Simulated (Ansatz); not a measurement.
# C₃H₈OSi (charge +1), SMILES [CH2+][CH]CO[SiH3]: a single point from an input written key by key

Computed with Ansatz's Python interface.

Input file `input.yaml`:
```yaml
crystal:
  periodic: [false, false, false]
  atoms:
    - { symbol: C, position_ang: [2.2272, 0.815, 0.2259] }
    - { symbol: C, position_ang: [1.6842, -0.5596, -0.0082] }
    - { symbol: C, position_ang: [0.2192, -0.5159, -0.4296] }
    - { symbol: O, position_ang: [-0.5575, 0.0089, 0.6219] }
    - { symbol: Si, position_ang: [-2.2144, 0.0512, 0.1221] }
    - { symbol: H, position_ang: [2.2435, 1.5399, -0.5813] }
    - { symbol: H, position_ang: [2.6213, 1.0894, 1.1989] }
    - { symbol: H, position_ang: [1.8012, -1.1775, 0.908] }
    - { symbol: H, position_ang: [-0.0886, -1.5603, -0.6659] }
    - { symbol: H, position_ang: [0.1355, 0.1097, -1.349] }
    - { symbol: H, position_ang: [-2.6759, -1.3082, -0.1995] }
    - { symbol: H, position_ang: [-2.3593, 0.9169, -1.0586] }
    - { symbol: H, position_ang: [-3.0365, 0.5904, 1.2152] }
magnetization:
  spin_polarized: true
  initial_magnetization: 1
total_charge: 1
basis:
  gaussian: { orbitals: def2-SVP }
correlation:
  method: mp2
output:
  forces: true
```

Run as a notebook:

**Cell 1**
```python
import ansatz as az
import numpy as np
```

**Cell 2**
```python
session = az.Session.from_deck('input.yaml')
rep = session.plan(threads=1).execute().report
```

**Cell 3**
```python
for key in ('converged', 'free_energy_ev', 'reference_energy_ev', 'n_frozen', 'n_occupied', 'n_virtual'):
    print(f'{key:22s} {rep[key]}')
symbols = ['C', 'C', 'C', 'O', 'Si', 'H', 'H', 'H', 'H', 'H', 'H', 'H', 'H']
parts = rep['correlation']
for name in ('random_phase', 'coupled_cluster', 'perturbative'):
    if name in parts:
        print(f'{name:16s} {parts[name]["energy"]["hartree"]:12.7f} Ha')
if 'second_order' in parts:
    pair = parts['second_order']
    print(f'MP2 same spin {pair["same_spin"]["hartree"]:.7f} Ha, opposite spin {pair["opposite_spin"]["hartree"]:.7f} Ha')
field = rep['mean_field']
print('<S^2> =', round(abs(field['state']['spin_squared']), 4), ' all-electron relativity setting:', field['relativity'])
print('passes:', field['passes'])
if 'symmetry' in field:
    print('occupied orbitals by irrep:', field['symmetry']['occupied'])
```
Output:
```text
converged              True
free_energy_ev         -13118.61243958545
reference_energy_ev    -13101.053556428282
n_frozen               9
n_occupied             [15, 14]
n_virtual              [90, 91]
MP2 same spin -0.1440872 Ha, opposite spin -0.5011899 Ha
<S^2> = 0.7674  all-electron relativity setting: none
passes: {'evaluations': 20, 'products': 93}
occupied orbitals by irrep: [{'A': 24}, {'A': 23}]
```

**Cell 4**
```python
forces = np.array(rep['forces_ev_ang'])
print('largest force', round(float(np.linalg.norm(forces, axis=1).max()), 4), 'eV/A, rms', round(float(np.sqrt((forces ** 2).mean())), 4))
charges = rep['charge_distribution']
print('dipole moment', round(4.803205 * float(np.linalg.norm(charges['dipole_moment_e_ang'])), 3), 'D')
print('Mulliken:', [(s, round(q, 3)) for s, q in zip(symbols, charges['mulliken_charges_e'])])
```
Output:
```text
largest force 6.4996 eV/A, rms 1.3161
dipole moment 7.55 D
Mulliken: [('C', 0.134), ('C', 0.1), ('C', 0.135), ('O', -0.568), ('Si', 0.685), ('H', 0.18), ('H', 0.193), ('H', 0.174), ('H', 0.122), ('H', 0.1), ('H', -0.089), ('H', -0.096), ('H', -0.071)]
```

Caveats:
- Total energies depend on the basis set; only differences at equal settings carry meaning.
- The geometry is a force-field or estimated start, not a minimum of this method, and the basis set is short of its limit.
- The species is open-shell (spin multiplicity 2).
- An ion's dipole depends on the origin; the program takes it about the centre of nuclear charge.
- The whole script took 14 s on 1 thread of Arm Neoverse V1, on a shared host, peak memory 0.44 GiB.

(Lines on the test bed's own set-up are left out of the output.)
